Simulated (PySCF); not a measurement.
# F5ORu ([RuOF5]-): the cost of one run

Computed with PySCF 2.14.0 and routines of our own; the level stands in each step. Atoms count from 0.

## Step 1: The starting structure

7 atoms, charge -1, states of the metal's open shell are computed; geometry from: model start, shaken.

## Step 2: Relaxing the molecule at PBE0-D3(BJ)/def2-TZVP

What the job is given:

```
{"job": {"xc": "PBE0", "basis": "def2-TZVP", "d3": "d3bj", "grid": 1, "maxiter": 45, "kind": "geom"}, "charge": -1, "metal": "Ru", "open_shell": "d2"}
Ru     0.000020     0.004480    -0.004110
O     -0.013360    -0.006820     1.765130
F      0.000900     0.020100    -1.927380
F      1.910690     0.007350     0.005350
F     -1.918420    -0.013960    -0.000440
F      0.010430     1.899840    -0.006860
F     -0.028520    -1.939340    -0.027630
```

Launch:

```bash
$ OMP_NUM_THREADS=1 python lf_run.py task.json out
```

This one command runs all jobs of the session in turn.

**Question.** How long does this first job take on 1 thread of Intel Xeon at 2.50GHz, shared host, and how much memory does it need?

About 10 min, with a peak of 0.79 GiB.
